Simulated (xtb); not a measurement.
# SiH4O2F4 (cis-Si(H2O)2F4): GFN0-xTB

What is the electronic atomisation energy of SiH4O2F4 (cis-Si(H2O)2F4) at GFN0-xTB? 

Program for the calculation: xtb 6.7.1.

7 further runs of the same task are left out: 7 set aside as unsound or not needed.

## Step 1: The system as given

The species is SiH4O2F4 (11 atoms), meant as a singlet with charge 0. SMILES: `O->[Si](<-O)(F)(F)(F)F`. Geometry: relaxed at GFN1-xTB.

Bond lengths: Si1–F5 1.620 Å, Si1–F9 1.620 Å, Si1–F10 1.631 Å, Si1–F11 1.631 Å, O2–H3 0.961 Å, O2–H4 0.961 Å, O6–H7 0.960 Å, O6–H8 0.960 Å. Angles: F5–Si1–F9 103.2°, F5–Si1–F10 97.6°, F5–Si1–F11 97.6°, F9–Si1–F10 97.4°, F9–Si1–F11 97.4°, F10–Si1–F11 155.7°, H3–O2–H4 108.4°, H7–O6–H8 108.5°.

## Step 2: Energy and gradient at GFN0-xTB

File start.xyz:

```xyz
11
start
Si    -0.46295    -0.00276    -0.46608
O     -0.36722    -0.00905     1.71013
H     -0.86115    -0.81781     1.86737
H     -0.95224     0.73768     1.86107
F     -0.27927     0.00470    -2.07521
O      1.70382     0.02494    -0.36776
H      1.85958     0.82290    -0.87884
H      1.87616    -0.73484    -0.92945
F     -2.07214    -0.02389    -0.27789
F     -0.24279     1.59360    -0.21574
F     -0.20182    -1.59547    -0.22760
```

Command:

```
$ xtb start.xyz --grad --gfn 0 > start.out
```

Standard output:

```text
* xtb version 6.7.1
[...]
          :  # basis functions                  42          :
[...]
          :  # electrons                        48          :
[...]
 Zeroth order Hamiltonian       ...        0 min,  0.000 sec ( 12.923%)
[...]
         ::                     SUMMARY                     ::
         :::::::::::::::::::::::::::::::::::::::::::::::::::::
         :: total energy             -26.097328554626 Eh    ::
         :: gradient norm              0.031520055603 Eh/a0 ::
         :: HOMO-LUMO gap              5.734264511027 eV    ::
         ::.................................................::
         :: H0 energy                -26.021441372107 Eh    ::
         :: repulsion energy           0.148508774832 Eh    ::
         :: electrostat energy        -0.221597619294 Eh    ::
         :: -> Gsolv                   0.000000000000 Eh    ::
         ::    -> Gsasa                0.000000000000 Eh    ::
         ::    -> Gshift               0.000000000000 Eh    ::
         :: dispersion energy         -0.002798162647 Eh    ::
         :: short-range corr.         -0.000000175411 Eh    ::
         :: add. restraining           0.000000000000 Eh    ::
         :: total charge               0.000000000000 e     ::
         :::::::::::::::::::::::::::::::::::::::::::::::::::::
[...]
        24        2.0000           -0.4295097             -11.6876 (HOMO)
        25                         -0.2187794              -5.9533 (LUMO)
[...]
          | TOTAL ENERGY              -26.097328554626 Eh   |
          | GRADIENT NORM               0.031520055603 Eh/α |
          | HOMO-LUMO GAP               5.734264511027 eV   |
           -------------------------------------------------
[...]
```

Standard error:

```text
normal termination of xtb
```

It took 0.042 s on 1 thread of Intel Xeon Platinum 8259CL at 2.50GHz (Skylake/Cascade Lake), shared host.

## Step 3: The F atom: the energy at GFN0-xTB

File coord:

```
$coord angs
     0.0000000     0.0000000     0.0000000  F
$end
```

Command:

```
$ xtb coord -c 0 -u 1 --gfn0 > coord.out 2> xtb.err
```

Standard output:

```text
* xtb version 6.7.1
[...]
          :  # basis functions                   4          :
[...]
          :  # electrons                         7          :
[...]
 Zeroth order Hamiltonian       ...        0 min,  0.000 sec ( 22.699%)
[...]
         ::                     SUMMARY                     ::
         :::::::::::::::::::::::::::::::::::::::::::::::::::::
         :: total energy              -3.780996724521 Eh    ::
         :: gradient norm              0.000000000000 Eh/a0 ::
         :: HOMO-LUMO gap              0.000000000000 eV    ::
         ::.................................................::
         :: H0 energy                 -3.780996724521 Eh    ::
         :: repulsion energy           0.000000000000 Eh    ::
         :: electrostat energy         0.000000000000 Eh    ::
         :: -> Gsolv                   0.000000000000 Eh    ::
         ::    -> Gsasa                0.000000000000 Eh    ::
         ::    -> Gshift               0.000000000000 Eh    ::
         :: dispersion energy          0.000000000000 Eh    ::
         :: short-range corr.          0.000000000000 Eh    ::
         :: add. restraining           0.000000000000 Eh    ::
         :: total charge               0.000000000000 e     ::
         :::::::::::::::::::::::::::::::::::::::::::::::::::::
[...]
         4        1.6667           -0.4445449             -12.0967 (HOMO)
      -------------------------------------------------------------
[...]
          | TOTAL ENERGY               -3.780996724521 Eh   |
          | GRADIENT NORM               0.000000000000 Eh/α |
          | HOMO-LUMO GAP     ************************ eV   |
           -------------------------------------------------
[...]
```

Standard error:

```text
normal termination of xtb
```

It took 0.038 s on 1 thread of Intel Xeon Platinum 8259CL at 2.50GHz (Skylake/Cascade Lake), shared host.

## Step 4: The H atom: the energy at GFN0-xTB

File .CHRG:

```
0
```

File .UHF:

```
1
```

File in.coord:

```
$coord angs
     0.0000000     0.0000000     0.0000000  H
$end
```

Run the same way, it converges to -0.43814 Eh (log not shown).

## Step 5: The O atom: a single-point energy at GFN0-xTB

File start.xyz:

```xyz
1
cis-Si(H2O)2F4
O      0.00000     0.00000     0.00000
```

Command:

```
$ xtb start.xyz --gfn 0 -c 0 --uhf 2 --json -P 1 > run.log 2> xtb.err
```

Standard output:

```text
* xtb version 6.7.1
[...]
          :  # basis functions                   4          :
[...]
          :  # electrons                         6          :
[...]
 Zeroth order Hamiltonian       ...        0 min,  0.000 sec ( 22.934%)
[...]
         ::                     SUMMARY                     ::
         :::::::::::::::::::::::::::::::::::::::::::::::::::::
         :: total energy              -3.060335726782 Eh    ::
         :: gradient norm              0.000000000000 Eh/a0 ::
         :: HOMO-LUMO gap              0.000000000000 eV    ::
         ::.................................................::
         :: H0 energy                 -3.060335726782 Eh    ::
         :: repulsion energy           0.000000000000 Eh    ::
         :: electrostat energy         0.000000000000 Eh    ::
         :: -> Gsolv                   0.000000000000 Eh    ::
         ::    -> Gsasa                0.000000000000 Eh    ::
         ::    -> Gshift               0.000000000000 Eh    ::
         :: dispersion energy          0.000000000000 Eh    ::
         :: short-range corr.          0.000000000000 Eh    ::
         :: add. restraining           0.000000000000 Eh    ::
         :: total charge               0.000000000000 e     ::
         :::::::::::::::::::::::::::::::::::::::::::::::::::::
[...]
         4        1.3333           -0.4351133             -11.8400 (HOMO)
      -------------------------------------------------------------
[...]
          | TOTAL ENERGY               -3.060335726782 Eh   |
          | GRADIENT NORM               0.000000000000 Eh/α |
          | HOMO-LUMO GAP              11.840036300000 eV   |
           -------------------------------------------------
[...]
```

Standard error:

```text
normal termination of xtb
```

It took 0.034 s on 1 thread of Intel Xeon Platinum 8259CL at 2.50GHz (Skylake/Cascade Lake), shared host.

## Step 6: The Si atom: a single-point energy at GFN0-xTB

File xtb.inp:

```
$chrg 0
$spin 2
$end
```

File mol.xyz:

```xyz
1
cis-Si(H2O)2F4
Si     0.000000     0.000000     0.000000
```

Run the same way, it converges to -1.64860 Eh (log not shown).

## Step 7: Summary of results

At GFN0-xTB:

| quantity | value |
| --- | --- |
| molecule: total energy | -26.09733 Eh |
| molecule: dipole moment | 4.96 D |
| molecule: HOMO energy | -11.69 eV |
| molecule: LUMO energy | -5.95 eV |
| molecule: HOMO–LUMO gap | 5.73 eV |
| molecule: dispersion energy | -7.35 kJ/mol |
| molecule: largest force on an atom | 0.679 eV/Å |
| molecule: mean polarisability (D4 model) | 55.0 bohr³ |
| F atom: total energy | -3.78100 Eh |
| F atom: dipole moment | 0.00 D |
| F atom: HOMO energy (partly filled) | -12.10 eV |
| F atom: mean polarisability (D4 model) | 3.6 bohr³ |
| H atom: total energy | -0.43814 Eh |
| H atom: dipole moment | 0.00 D |
| H atom: HOMO energy (partly filled) | -11.92 eV |
| H atom: mean polarisability (D4 model) | 5.0 bohr³ |
| O atom: total energy | -3.06034 Eh |
| O atom: dipole moment | 0.00 D |
| O atom: HOMO energy (partly filled) | -11.84 eV |
| O atom: mean polarisability (D4 model) | 5.2 bohr³ |
| Si atom: total energy | -1.64860 Eh |
| Si atom: dipole moment | 0.00 D |
| Si atom: HOMO energy (partly filled) | -8.28 eV |
| Si atom: LUMO energy | -8.28 eV |
| Si atom: mean polarisability (D4 model) | 38.9 bohr³ |
| electronic atomisation energy | 39.498 eV |

The method runs without spin polarisation, so open shells lack the exchange term that lowers high spin: such energies come out too high. The largest force (molecule) is 0.68 eV/Å: the shape isn't a stationary point for this species at this level. Taking the molecule apart into free atoms costs 39.50 eV (3811 kJ/mol), before zero-point energy and without spin-orbit coupling. Tight-binding and semi-empirical models aren't fitted to free atoms, so this value can be far from the true one.
